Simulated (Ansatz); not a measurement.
# AsCl₃GaH₃: a ladder of functionals and wavefunction methods

One table from this session's results is given with a row withheld; the runs are named, their logs left out.

Program: Ansatz 0.2.0, Gaussian basis. Level of theory: functionals in def2-TZVPP, the program's frozen cores in correlated methods. These are calculated values, not measurements.

Plan: LDA (SPW92), PBE-D4, revPBE-D4, BLYP-D4, r2SCAN-D4, B97M-V, PBE0-D4, B3LYP-D4, r2SCANh-D4, r2SCAN0-D4, HSE06-D4, BHLYP-D4, CAM-B3LYP-D4, LC-ωPBE, ωB97X-V, ωB97M-V, B2PLYP, PBE-QIDH; CCSD(T)/def2-SVP; CCSD(T)/def2-TZVPP; MP2/def2-QZVPP; extrapolation to the limit; RPA on PBE.

### Structure used throughout

All runs share one geometry, relaxed beforehand with PBE0-D4 in a triple-zeta def2 set.

SMILES `[Cl][Ga-]([Cl])([Cl])[AsH3+]`, 8 atoms, charge 0, spin multiplicity 1.

Atoms are counted from 1 here; the program's logs count them from 0.

Bond lengths: Cl1–Ga2 2.150 Å, Ga2–Cl3 2.150 Å, Ga2–Cl4 2.150 Å, Ga2–As5 2.608 Å, As5–H6 1.504 Å, As5–H7 1.504 Å, As5–H8 1.504 Å. Angles: Cl1–Ga2–Cl3 117.0°, Cl1–Ga2–Cl4 117.0°, Cl1–Ga2–As5 100.3°, Cl3–Ga2–Cl4 116.9°, Cl3–Ga2–As5 100.0°, Cl4–Ga2–As5 100.2°, Ga2–As5–H6 118.4°, Ga2–As5–H7 118.1°, Ga2–As5–H8 118.3°, H6–As5–H7 99.4°, H6–As5–H8 99.4°, H7–As5–H8 99.4°.

The first run:

in.yaml reads:

```yaml
crystal:
  periodic: [false, false, false]
  atoms:
    - {symbol: Cl, position_ang: [-0.562334, -1.963931, 1.891773]}
    - {symbol: Ga, position_ang: [0.446564, -1.364392, 0.090323]}
    - {symbol: Cl, position_ang: [2.572355, -1.065585, 0.216914]}
    - {symbol: Cl, position_ang: [-0.319377, -2.142784, -1.761879]}
    - {symbol: As, position_ang: [-0.350047, 1.112392, -0.086344]}
    - {symbol: H, position_ang: [-1.278744, 1.642638, 0.970688]}
    - {symbol: H, position_ang: [0.693866, 2.194300, -0.062632]}
    - {symbol: H, position_ang: [-1.110085, 1.530162, -1.314645]}
basis:
  gaussian: {orbitals: def2-TZVPP}
hamiltonian: {xc: lda}
output: {orbitals: {seedname: orbitals}}
```

Started as:

```
$ ansatz run in.yaml --threads 4 --pin off --events-out ev --progress --plain --max-ram 11315MiB
```

Among the steps run: LDA; PBE-D4 (GGA); revPBE-D4 (GGA); BLYP-D4 (GGA); r2SCAN-D4 (meta-GGA); B97M-V (meta-GGA); PBE0-D4 (hybrid); B3LYP-D4 (hybrid); r2SCANh-D4 (hybrid); r2SCAN0-D4 (hybrid); HSE06-D4 (hybrid); BHLYP-D4 (hybrid); CAM-B3LYP-D4 (range-separated); LC-ωPBE (range-separated); ωB97X-V (range-separated); ωB97M-V (range-separated); B2PLYP (double hybrid); PBE-QIDH (double hybrid).

One table of the session follows, with a row left open; its other results are not shown here.

It belongs to the step «Frontier levels by functional». 

| functional | HOMO (eV) | gap (eV) |
| --- | --- | --- |
| LDA (SPW92) | -7.40 | 5.06 |
| PBE-D4 | -7.26 | 5.21 |
| revPBE-D4 | -7.21 | 5.27 |
| BLYP-D4 | -7.10 | 5.07 |
| r2SCAN-D4 | -7.64 | 5.90 |
| B97M-V | -7.72 | 5.96 |
| PBE0-D4 | -8.68 | 7.57 |
| B3LYP-D4 | -8.39 | 6.95 |
| r2SCANh-D4 | -8.15 | 6.75 |
| r2SCAN0-D4 | ? | ? |
| HSE06-D4 | -8.28 | 6.80 |
| BHLYP-D4 | -9.86 | 9.68 |
| CAM-B3LYP-D4 | -10.02 | 9.86 |
| LC-ωPBE | -11.36 | 12.46 |
| ωB97X-V | -11.02 | 12.00 |
| ωB97M-V | -10.86 | 11.60 |

Q: Estimate the row for r2SCAN0-D4 from the others.

Worked estimate for «HOMO (eV)». Against the share of exact exchange, r2SCAN-D4 (0, -7.64), r2SCANh-D4 (0.1, -8.15) give a slope of -5.10 per unit share; at 0.25 the line stands at -8.91.

As computed: HOMO (eV): -8.93; gap (eV): 8.02. In «HOMO (eV)» the line misses by +0.02.
